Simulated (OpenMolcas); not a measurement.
# SiHF3 (SMILES F[SiH](F)F): revTPSS/ANO-R2 (sfX2C)

What is the vertical ionisation energy of SiHF3 at revTPSS/ANO-R2 (sfX2C)? 

Program for the calculation: OpenMolcas 26.06.

### Step 1. The system as given

SiHF3 has 5 atoms, charge 0, and is taken as a singlet. SMILES: `F[SiH](F)F`. The coordinates come from a PBE0-D4/def2-TZVP relaxation.

Bond lengths: F1–Si2 1.573 Å, Si2–F3 1.573 Å, Si2–F4 1.573 Å, Si2–H5 1.461 Å. Angles: F1–Si2–F3 108.3°, F1–Si2–F4 108.3°, F3–Si2–F4 108.3°, F1–Si2–H5 110.7°, F3–Si2–H5 110.7°, F4–Si2–H5 110.7°.

### Step 2. Energy and forces at revTPSS/ANO-R2 (sfX2C)

Contents of job.inp:

```
&GATEWAY
Coord
5
bohr
F     -0.84489655    -0.15533549     2.81814857
Si     0.07691185     0.00321253    -0.00340151
F     -1.12835547     2.42149506    -1.24192801
F     -0.93711519    -2.38729101    -1.44979788
H      2.83345535     0.11791891    -0.12302117
Basis=ANO-R2
Group=NoSym
&SEWARD
&SCF
KSDFT=2
1.0 MGGA_X_REVTPSS
1.0 MGGA_C_REVTPSS
PrOrbitals=0
&ALASKA
```

Run with:

```
$ export MOLCAS_MEM=1860
$ pymolcas job.inp > job.log
```

The program printed:

```text
--- Start Module: gateway ---
[...]
--- Stop Module: gateway /rc=_RC_ALL_IS_WELL_ ---
[...]
      Basis functions          152
[...]
--- Start Module: scf ---
[...]
       Convergence after  12 Iterations
[...]
::    Total KS-DFT energy                            -590.6610961510
[...]
      Total spin, S                                     0.0000000000
[...]
      Total electronic charge=   42.000000
      Total            charge=   -0.000000
[...]
      Dipole Moment (debye):
      Origin of the operator (angstrom)=   -0.3095   -0.0129    0.0134
                   X=  1.1836E+00               Y=  4.9295E-02               Z= -5.1779E-02           Total=  1.1857E+00
      Quadrupole Moment (debye*angstrom):
[...]
--- Stop Module: scf /rc=_RC_ALL_IS_WELL_ ---
[...]
--- Start Module: alaska ---
[...]
 *              Molecular gradients               *
 **************************************************
  Irreducible representation: a
 ------------------------------------------------------------------------------------------
                              X                       Y                       Z
 ------------------------------------------------------------------------------------------
  F1                2.93110723107848E-03    5.31045143865816E-04   -9.89923891572531E-03
  SI2              -1.09915915201313E-02   -4.01299559542823E-04    4.29828530331133E-04
  F3                3.92472406769606E-03   -8.56025793134663E-03    4.40031411388020E-03
  F4                3.26009490615053E-03    8.40045021408997E-03    5.10886091063689E-03
  H5                8.75665315146712E-04    3.00621330562023E-05   -3.97646391837037E-05
 ------------------------------------------------------------------------------------------
--- Stop Module: alaska /rc=_RC_ALL_IS_WELL_ ---
[...]
```

Wall time 2.3 min (1 thread of Arm Neoverse V2, shared host); peak memory 1 GiB.

### Step 3. The doublet cation

Contents of job.input:

```
&GATEWAY
 Coord
 5
 bohr
 F     -0.84489655    -0.15533549     2.81814857
 Si     0.07691185     0.00321253    -0.00340151
 F     -1.12835547     2.42149506    -1.24192801
 F     -0.93711519    -2.38729101    -1.44979788
 H      2.83345535     0.11791891    -0.12302117
 Basis
 ANO-R2
 Group
 NoSym

&SEWARD

&SCF
 UHF
 Charge
 1
 Spin
 2
 KSDFT
 2
 1.0 MGGA_X_REVTPSS
 1.0 MGGA_C_REVTPSS
 PrOrbitals
 0

&ALASKA
```

Run with:

```
$ export MOLCAS_MEM=1860
$ pymolcas job.input > job.log
```

The program printed:

```text
--- Start Module: gateway ---
[...]
--- Stop Module: gateway /rc=_RC_ALL_IS_WELL_ ---
[...]
      Basis functions          152
[...]
--- Start Module: scf ---
[...]
       Convergence after  27 Iterations
[...]
::    Total KS-DFT energy                            -590.1616322831
[...]
      Total spin, S                                     0.5027946113
[...]
      Total electronic charge=   41.000000
      Total            charge=    1.000000
[...]
      Dipole Moment (debye):
      Origin of the operator (angstrom)=   -0.3095   -0.0129    0.0134
                   X=  3.7004E+00               Y=  1.5399E-01               Z= -1.6065E-01           Total=  3.7071E+00
      Center of Charge (angstrom)
[...]
--- Stop Module: scf /rc=_RC_ALL_IS_WELL_ ---
[...]
--- Start Module: alaska ---
[...]
 *              Molecular gradients               *
 **************************************************
  Irreducible representation: a
 ------------------------------------------------------------------------------------------
                              X                       Y                       Z
 ------------------------------------------------------------------------------------------
  F1               -4.68377484357418E-03    1.56555223282462E-03   -4.07166318102874E-02
  SI2               7.67208799041548E-02    3.23464644607430E-03   -3.35942588528371E-03
  F3               -5.02099976062098E-04   -3.63846105811092E-02    1.90409758176404E-02
  F4               -3.31720955775872E-03    3.44303097996104E-02    2.20800249630653E-02
  H5               -6.82177955269516E-02   -2.84589789727110E-03    2.95505691488815E-03
 ------------------------------------------------------------------------------------------
--- Stop Module: alaska /rc=_RC_ALL_IS_WELL_ ---
[...]
```

It took 3.7 min on 1 thread of Arm Neoverse V2, shared host; peak memory 1 GiB.

### Step 4. Results

At revTPSS/ANO-R2 (sfX2C):

| quantity | value |
| --- | --- |
| singlet SiHF3: total energy | -590.66110 Eh |
| singlet SiHF3: dipole moment | 1.19 D |
| singlet SiHF3: HOMO energy | -9.85 eV |
| singlet SiHF3: LUMO energy | 0.60 eV |
| singlet SiHF3: HOMO–LUMO gap | 10.45 eV |
| singlet SiHF3: largest force on an atom | 0.566 eV/Å |
| doublet cation: total energy | -590.16163 Eh |
| doublet cation: HOMO energy (highest over α and β) | -17.67 eV |
| doublet cation: LUMO energy (lowest over α and β) | -17.24 eV |
| doublet cation: ⟨S²⟩ | 0.756 |
| vertical ionisation energy (to the doublet cation) | 13.591 eV |

In words: This program's gradients are faulty for this kind of reference, so any forces in the log (doublet cation) can't be trusted; the energy can. Removing an electron at fixed nuclei costs 13.59 eV (313 kcal/mol). The largest force (singlet SiHF3) is 0.57 eV/Å: the shape isn't a stationary point for this species at this level. −ε(HOMO) before ionisation, 9.85 eV, is 3.74 eV below this ionisation energy. Mulliken charges (singlet SiHF3) run from -0.24 on F3 to +0.81 on Si2.
